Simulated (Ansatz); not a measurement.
# C2H2AlF: taking an electron away

The task here is to estimate one member of a computed series from the others.

Program: Ansatz 0.2.0, Gaussian basis. Level of theory: unrestricted cation, the program's frozen cores in correlated methods. These are calculated values, not measurements.

Plan: UKS PBE-D4/def2-TZVPP; UKS r2SCAN-D4/def2-TZVPP; UKS PBE0-D4/def2-TZVPP; UKS B3LYP-D4/def2-TZVPP; UKS wB97X-V/def2-TZVPP; UKS wB97M-V/def2-TZVPP; UKS B2PLYP/def2-TZVPP; UHF-CCSD(T)/def2-TZVPP; UHF-MP2/def2-QZVPP; extrapolation to the limit; then −ε(HOMO) from the neutral's earlier runs with LDA (SPW92), PBE-D4, revPBE-D4, BLYP-D4, r2SCAN-D4, B97M-V, PBE0-D4, B3LYP-D4, r2SCANh-D4, r2SCAN0-D4, HSE06-D4, BHLYP-D4, CAM-B3LYP-D4, LC-ωPBE, ωB97X-V, ωB97M-V.

### Structure used throughout

The geometry comes from an earlier relaxation with PBE0-D4 in a triple-zeta def2 set; it is a stationary point.

SMILES `[F][Al]1[CH]=[CH]1`, 6 atoms, charge 0, spin multiplicity 1.

Atoms are counted from 1 here; the program's logs count them from 0.

Bond lengths: F1–Al2 1.638 Å, Al2–C3 1.835 Å, Al2–C4 1.835 Å, C3–C4 1.379 Å, C3–H5 1.089 Å, C4–H6 1.089 Å. Angles: F1–Al2–C3 157.9°, F1–Al2–C4 157.9°, C3–Al2–C4 44.1°, Al2–C3–C4 67.9°, Al2–C3–H5 165.4°, C4–C3–H5 126.7°, Al2–C4–C3 67.9°, Al2–C4–H6 165.4°, C3–C4–H6 126.7°.

The first run:

File in.yaml:

```yaml
crystal:
  periodic: [false, false, false]
  atoms:
    - {symbol: F, position_ang: [-1.757204, -1.787000, 1.223845]}
    - {symbol: Al, position_ang: [-0.721541, -0.744107, 0.500804]}
    - {symbol: C, position_ang: [0.887555, -0.038694, -0.030274]}
    - {symbol: C, position_ang: [-0.179329, 0.716336, -0.469731]}
    - {symbol: H, position_ang: [1.942868, 0.161182, -0.208393]}
    - {symbol: H, position_ang: [-0.130349, 1.628281, -1.062451]}
basis:
  gaussian: {orbitals: def2-TZVPP}
total_charge: 1
magnetization: {spin_polarized: true, initial_magnetization: 1}
hamiltonian: {xc: pbe, dispersion: d4}
```

The run is started by

```console
$ ansatz run in.yaml --threads 2 --pin off --events-out ev --progress --plain --max-ram 4352MiB
```

Among the steps run: Cation, UKS PBE-D4/def2-TZVPP; Cation, UKS r2SCAN-D4/def2-TZVPP; Cation, UKS PBE0-D4/def2-TZVPP; Cation, UKS B3LYP-D4/def2-TZVPP; Cation, UKS wB97X-V/def2-TZVPP; Cation, UKS wB97M-V/def2-TZVPP; Cation, UKS B2PLYP (frozen core)/def2-TZVPP; Cation, UHF-CCSD(T)/def2-TZVPP; Cation, UHF-MP2/def2-QZVPP.

One table of the session follows, with a row left open; its other results are not shown here.

It belongs to the step «Ionisation energies side by side». Orbital estimates, from the neutral's runs:

| functional | −ε(HOMO) (eV) |
| --- | --- |
| LDA (SPW92) | 5.76 |
| PBE-D4 | 5.66 |
| revPBE-D4 | 5.61 |
| BLYP-D4 | 5.55 |
| r2SCAN-D4 | 5.86 |
| B97M-V | 5.94 |
| PBE0-D4 | 6.87 |
| B3LYP-D4 | 6.69 |
| r2SCANh-D4 | 6.32 |
| r2SCAN0-D4 | 7.00 |
| HSE06-D4 | 6.47 |
| BHLYP-D4 | ? |
| CAM-B3LYP-D4 | 8.24 |
| LC-ωPBE | 9.55 |
| ωB97X-V | 9.22 |
| ωB97M-V | 9.05 |

**Question.** Estimate the row for BHLYP-D4.

Worked estimate for «−ε(HOMO) (eV)». Against the share of exact exchange, BLYP-D4 (0, 5.55), B3LYP-D4 (0.2, 6.69) give a slope of 5.70 per unit share; at 0.5 the line stands at 8.40.

The run gave: −ε(HOMO) (eV): 8.03. In «−ε(HOMO) (eV)» the line misses by +0.37.
